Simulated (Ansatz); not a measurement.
The system is Ba2Tl5V3O12.

```
Ba V Tl O
1.0
     6.04370    0.09549   -0.45385
    -2.57588    5.54230    0.02961
    -1.21315   -2.06132   13.92196
Ba V Tl O
2 3 5 12
Cartesian
  4.7194 -0.8046 6.1878
  0.3670 2.6389 12.1406
  0.1608 -1.4176 13.5896
  -1.1465 2.4057 4.6852
  2.0769 0.3875 8.9985
  1.7105 0.8620 5.1314
  -0.5988 -1.1205 10.3877
  2.1528 4.6633 2.1426
  -0.6442 2.4806 8.2526
  4.6157 2.5798 0.2326
  -0.0497 0.2256 0.5967
  -2.3278 3.0065 12.3078
  -0.0689 0.1648 12.9199
  2.8986 0.5177 0.4422
  0.3476 2.9705 5.4039
  3.5997 2.7997 5.3243
  -0.9723 0.6618 4.5376
  -1.4442 3.1282 3.1877
  3.5874 0.6520 8.2032
  1.4718 1.7922 9.8063
  2.2468 -0.9305 10.1084
  0.9035 -0.0177 7.7635
```

The cell was built by a generator and needn't be a form met in nature.

| Property | Result |
| --- | --- |
| Program | Ansatz 0.2.0 |
| Task | relaxation of cell and atoms |
| Functional | BLYP |
| Potentials or basis | Ansatz PAW |
| Cutoff | 420 eV (not typed: the program's choice for these potentials) |
| k mesh | 4 × 4 × 2 |
| Occupations | fermi-dirac, width 0.05 eV |
| Spin | collinear spin, ferromagnetic start |
| Starting moments | [0.0, 0.0, 2.0, 2.0, 2.0, 0.0, 0.0, 0.0, 0.0, 0.0, 0.0, 0.0, 0.0, 0.0, 0.0, 0.0, 0.0, 0.0, 0.0, 0.0, 0.0, 0.0] μB |

At the start: volume 21.12 Å³/atom.

Problem. Where does the relaxation end?

Solution. It ends after 27 steps and the volume is 22.81 Å³/atom (+8.0 %); space group P1 (No. 1, to 0.05 Å); moment 0.00 μB per cell.

Step by step:
| step | energy change (eV) | largest force (eV/Å) | volume (Å³) |
| --- | --- | --- | --- |
| 1 | 0.0000 | 0.2533 | 464.66 |
| 2 | -0.0738 | 0.1643 | 488.79 |
| 3 | -0.0817 | 0.0600 | 488.12 |
| 4 | -0.0828 | 0.0415 | 488.88 |
| 5 | -0.0837 | 0.0501 | 489.00 |
| 6 | -0.0835 | 0.0973 | 489.51 |
| 7 | -0.0835 | 0.1523 | 490.08 |
| 8 | -0.0871 | 0.1067 | 490.34 |
| 9 | -0.0988 | 0.1879 | 491.41 |
| 10 | -0.1010 | 0.5971 | 492.84 |
| 11 | -0.1101 | 0.2237 | 493.20 |
| 12 | -0.1223 | 0.1053 | 491.75 |
| 13 | -0.1276 | 0.0902 | 492.53 |
| 14 | -0.1285 | 0.0521 | 492.54 |
| 15 | -0.1304 | 0.0275 | 492.69 |
| 16 | -0.1314 | 0.0282 | 492.36 |
| 17 | -0.1313 | 0.0066 | 492.45 |
| 18 | -0.2236 | 0.0061 | 492.45 |
| 19 | -0.2038 | 0.0771 | 501.64 |
| 20 | -0.2122 | 0.0613 | 500.45 |
| 21 | -0.2144 | 0.0437 | 500.43 |
| 22 | -0.2147 | 0.0210 | 500.57 |
| 23 | -0.2146 | 0.0069 | 500.70 |
| 24 | -0.2365 | 0.0069 | 500.70 |
| 25 | -0.2338 | 0.0223 | 501.99 |
| 26 | -0.2346 | 0.0085 | 501.73 |
| 27 | -0.2370 | 0.0084 | 501.73 |

Final structure:
```yaml
crystal:
  lattice:
    - [6.14339, 0.16122, -0.59823]
    - [-2.55684, 5.70649, 0.09017]
    - [-1.55452, -2.13539, 14.35445]
  atoms:
    - { symbol: Ba, position: [0.88200, 0.01296, 0.46685] }
    - { symbol: Ba, position: [0.57081, 0.81652, 0.89314] }
    - { symbol: V, position: [0.28261, 0.14483, 0.98266] }
    - { symbol: V, position: [0.11935, 0.56484, 0.34166] }
    - { symbol: V, position: [0.60068, 0.27620, 0.66739] }
    - { symbol: Tl, position: [0.50050, 0.31400, 0.39918] }
    - { symbol: Tl, position: [0.97023, 0.93242, 0.71511] }
    - { symbol: Tl, position: [0.80702, 0.92748, 0.17388] }
    - { symbol: Tl, position: [0.28458, 0.63395, 0.60397] }
    - { symbol: Tl, position: [0.98703, 0.48383, 0.05072] }
    - { symbol: O, position: [0.02819, 0.06849, 0.03091] }
    - { symbol: O, position: [0.19166, 0.95388, 0.87490] }
    - { symbol: O, position: [0.37442, 0.43542, 0.96732] }
    - { symbol: O, position: [0.52559, 0.09842, 0.04479] }
    - { symbol: O, position: [0.42415, 0.68226, 0.41015] }
    - { symbol: O, position: [0.94732, 0.65008, 0.40431] }
    - { symbol: O, position: [0.01701, 0.25695, 0.33083] }
    - { symbol: O, position: [0.09541, 0.64811, 0.23332] }
    - { symbol: O, position: [0.83050, 0.32284, 0.60967] }
    - { symbol: O, position: [0.63357, 0.53439, 0.73526] }
    - { symbol: O, position: [0.59625, 0.05794, 0.73631] }
    - { symbol: O, position: [0.33115, 0.18419, 0.57770] }
```

Caveat: the plane-wave basis is chosen anew once the cell has moved, so the energies of steps on either side of that aren't comparable; the pressure holds a Pulay correction of +0.4 GPa for the finite cutoff; the PAW data sets come from PBE, with cores solved anew for the run's functional, which leaves a small shift of forces and pressure; the starting moments weren't kept.
